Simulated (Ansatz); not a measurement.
# VH2: the crystal squeezed far

One table from this session's results is given with a row withheld; the runs are named, their logs left out.

Computed with Ansatz 0.2.0 (DFT LDA, with the methods named in each step, unless a step's input says otherwise).

2 further runs of the same task are left out: 2 that didn't finish.

### The starting structure

The structure is cubic, space group Fm-3m (No. 225). The conventional cell has a = 4.271 Å, b = 4.271 Å, c = 4.271 Å, α = 90.00°, β = 90.00°, γ = 90.00°. Around V (site symmetry m-3m) lie 8 H at 1.85 Å. Around H (site symmetry -43m) lie 4 V at 1.85 Å.

Structure file:

```xyz
3
Lattice="0.0000 2.1355 2.1355 2.1355 0.0000 2.1355 2.1355 2.1355 0.0000" Properties=species:S:1:pos:R:3 pbc="T T T"
V     0.0000    0.0000    0.0000
H     1.0677    1.0677    1.0677
H     3.2032    3.2032    3.2032
```

Whether this phase is the stable one at these pressures isn't tested.

Atoms are numbered in the order of the input: V1, H2, H3.

The first run:

Contents of input.yaml:

```yaml
crystal:
  lattice:
    - [0.0, 2.1355, 2.1355]
    - [2.1355, 0.0, 2.1355]
    - [2.1355, 2.1355, 0.0]
  atoms:
    - { symbol: V, position: [0.0, 0.0, 0.0], spin: 1.5 }
    - { symbol: H, position: [0.25, 0.25, 0.25] }
    - { symbol: H, position: [0.75, 0.75, 0.75] }
magnetization:
  spin_polarized: true
kpoints:
  mp_grid: { grid: [15, 15, 15] }
  band_path:
    path:
      - [0.0, 0.0, 0.0]
      - [0.5, 0.0, 0.5]
      - [0.625, 0.25, 0.625]
      - [0.375, 0.375, 0.75]
      - [0.0, 0.0, 0.0]
      - [0.5, 0.5, 0.5]
      - [0.5, 0.25, 0.75]
      - [0.5, 0.0, 0.5]
    npoints: 14
scf:
  occupations: { method: fermi_dirac, width: 0.05 }
hamiltonian:
  xc: lda
  pseudopotentials: { kind: all_electron, lapw: { basis_error: 0.001 } }
output:
  forces: true
  stress: true
  eigenvalues: true
  populations: true
```

Command:

```
$ ansatz run input.yaml --threads 1 --pin off --max-ram 3072MiB --backend cpu --events-out ev --progress --plain --runs-dir out
```

Among the steps run: The reference volume, LAPW; Volume scaled by 1, crystal datasets; Volume scaled by 0.7, LAPW; Volume scaled by 0.55, LAPW; Volume scaled by 0.5, LAPW.

One table of the session follows, with a row left open; its other results are not shown here.

```
          method  volume over the first  volume (Å³/atom)  pressure (GPa)
            LAPW                      1             6.492          -16.18
            LAPW                    0.7             4.545           86.88
            LAPW                   0.55             3.571          269.53
            LAPW                    0.5             3.246          385.91
             PAW                      1             6.492          -16.19
             PAW                    0.7             4.545           86.63
             PAW                   0.55                 ?               ?
             PAW                    0.5             3.246          384.99
crystal datasets                      1             6.492          -16.18
```

Estimate the missing values for PAW, 0.55.

As computed: volume (Å³/atom): 3.571; pressure (GPa): 268.97.

Caveats from the session: Rows by PAW come from runs of the same series that aren't printed here. Warnings in the runs' records: seeded moment not kept, stress scf threshold loose, crystal datasets made.
